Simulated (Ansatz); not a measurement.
# Al5Cu: the cost of one run

Program: Ansatz 0.2.0. Level of theory: DFT PBE, scalar-relativistic, plane waves, PAW. These are calculated values, not measurements.

### Step 1. The system as given

Symmetry: P-6m2, No. 187, hexagonal system. The conventional cell has a = 2.784 Å, b = 2.784 Å, c = 13.538 Å, α = 90.00°, β = 90.00°, γ = 120.00°. Around Al (site symmetry 3m) lie 12 Al at 2.77 to 2.78 Å. Al (site symmetry -6m2) is surrounded by 12 Al at 2.77 to 2.78 Å. Al (site symmetry 3m) has 9 Al at 2.77 to 2.78 Å and 3 Cu at 2.77 Å as nearest neighbours. Cu (site symmetry -6m2) has 6 Al at 2.77 Å and 6 Cu at 2.78 Å as nearest neighbours.

Structure file:

```cif
data_structure
_symmetry_space_group_name_H-M 'P-6m2'
_symmetry_Int_Tables_number 187
_cell_length_a 2.7841
_cell_length_b 2.7841
_cell_length_c 13.5376
_cell_angle_alpha 90.000
_cell_angle_beta 90.000
_cell_angle_gamma 120.000
_cell_volume 90.88
loop_
_atom_site_label
_atom_site_type_symbol
_atom_site_symmetry_multiplicity
_atom_site_Wyckoff_symbol
_atom_site_fract_x
_atom_site_fract_y
_atom_site_fract_z
_atom_site_occupancy
Al1 Al 2 g 0.00000 0.00000 0.83333 1
Al2 Al 1 c 0.33333 0.66667 0.00000 1
Al3 Al 2 h 0.33333 0.66667 0.33333 1
Cu1 Cu 1 b 0.00000 0.00000 0.50000 1
```

The start is an ordering of an alloy on its end members' structure types: elements ordered on the sites of the Mg type, Cu/Al on Mg (P-6m2, No. 187).

### Step 2. The guess as it stands, on a coarse mesh

File input.yaml:

```yaml
crystal:
  lattice:
    - [2.78414889, 0.0, 0.0]
    - [-1.39207444, 2.41114366, 0.0]
    - [0.0, 0.0, 13.537618]
  atoms:
    - { symbol: Al, position: [0.33333333, 0.66666667, 0.83333333] }
    - { symbol: Al, position: [0.33333333, 0.66666667, 0.16666667] }
    - { symbol: Al, position: [0.66666667, 0.33333333, 0.0] }
    - { symbol: Al, position: [0.66666667, 0.33333333, 0.33333333] }
    - { symbol: Al, position: [0.66666667, 0.33333333, 0.66666667] }
    - { symbol: Cu, position: [0.33333333, 0.66666667, 0.5] }
basis:
  ecutwfc: 420
kpoints:
  mp_grid: { grid: [6, 6, 2] }
hamiltonian:
  xc: pbe
scf:
  occupations: { method: gaussian, width: 0.1 }
  lower_state_search: "off"
output:
  forces: true
  stress: true
  eigenvalues: true
```

The run is started by

```bash
ansatz run input.yaml --threads 1 --pin off --max-ram 2560MiB --backend cpu --events-out ev --progress --plain --runs-dir out
```

Q: Estimate wall time and peak memory on 1 thread of Arm Neoverse V2, shared host.

About 2.5 s, with a peak of 0.3 GiB.
